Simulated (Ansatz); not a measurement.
# AlGa₂H (triplet): wave-function methods side by side, cc-pVDZ

Aim: climb from Hartree-Fock through coupled cluster and multireference methods for AlGa₂H (triplet) at one geometry and basis, and see what each rung misses.

Program: Ansatz 0.2.0, Gaussian basis. Level of theory: cc-pVDZ, core rule «outside noble gas», up to 33 orbitals frozen. These are calculated values, not measurements.

Plan: UHF; CCSD(T) on ROHF; CCSD(T) on UHF; BCCD(T) on ROHF; CISD; CCSDT(Q) on ROHF; CCSDT(Q) on UHF; CASSCF and NEVPT2, 10 electrons in 10 orbitals.

31 further runs of the same task are left out: 2 for a known fault of the program, 17 that didn't finish, 12 set aside as unsound or not needed.

## (1) The system

The geometry is a PBE0/def2-TZVP stationary point (not a proven minimum). No spin-orbit coupling is included. The filled d shell of Ga may be among the frozen orbitals whatever the setting's name suggests; the logs give the count.

4 atoms, charge 0, spin multiplicity 3.

Atoms are counted from 1 here; the program's logs count them from 0.

Bond lengths: Ga1–Al2 2.555 Å, Al2–Ga3 2.555 Å, Al2–H4 1.846 Å. Angles: Ga1–Al2–Ga3 72.4°, Ga1–Al2–H4 52.9°, Ga3–Al2–H4 52.9°.

## (2) UHF

The input, in.yaml:

```yaml
crystal:
  periodic: [false, false, false]
  atoms:
    - {symbol: Ga, position_ang: [-0.004403, 0.336351, 1.508986]}
    - {symbol: Al, position_ang: [-0.022649, -1.725034, 0.000000]}
    - {symbol: Ga, position_ang: [-0.004403, 0.336351, -1.508986]}
    - {symbol: H, position_ang: [1.215461, -0.355847, 0.000000]}
basis:
  gaussian: {orbitals: cc-pVDZ}
magnetization: {spin_polarized: true, initial_magnetization: 2}
hamiltonian: {xc: hf}
output: {orbitals: {seedname: orbitals}}
```

Run with:

```
> ansatz run in.yaml --threads 1 --pin off --events-out ev --progress --plain --max-ram 2393MiB
```

After this run come: CCSD(T) on ROHF; CCSD(T) on UHF; BCCD(T) on ROHF; CISD; CCSDT(Q) on ROHF; CCSDT(Q) on UHF; CASSCF and NEVPT2, 10 electrons in 10 orbitals.

Q: Predict the results of all the runs planned. Wanted: UCCSDT(Q) below the RHF energy; RMP2 from UCCSDT(Q); UMP2 from UCCSDT(Q); RCCSD from UCCSDT(Q); RCCSD(T) from UCCSDT(Q); UCCSD(T) from UCCSDT(Q); RCCSDT(Q) from UCCSDT(Q); NEVPT2 frontier from UCCSDT(Q); T1 diagnostic.

As calculated:

| quantity | value |
| --- | --- |
| UCCSDT(Q) below the RHF energy | -5.8724 eV |
| RMP2 from UCCSDT(Q) | +124.9 kJ/mol |
| UMP2 from UCCSDT(Q) | +135.9 kJ/mol |
| RCCSD from UCCSDT(Q) | +37.7 kJ/mol |
| RCCSD(T) from UCCSDT(Q) | +7.9 kJ/mol |
| UCCSD(T) from UCCSDT(Q) | +7.8 kJ/mol |
| RCCSDT(Q) from UCCSDT(Q) | +0.6 kJ/mol |
| NEVPT2 frontier from UCCSDT(Q) | +114.1 kJ/mol |
| levels within 1 kcal/mol (43 meV) | RCCSDT, UCCSDT, RCCSDT(Q) |
| T1 diagnostic | 0.034 |

In words: RCCSD(T) lands +7.9 kJ/mol from the yardstick (1.4 % of the correlation energy). These misses are within one basis, not against nature; the frozen cores of restricted and unrestricted runs differ, which can shift their rows.
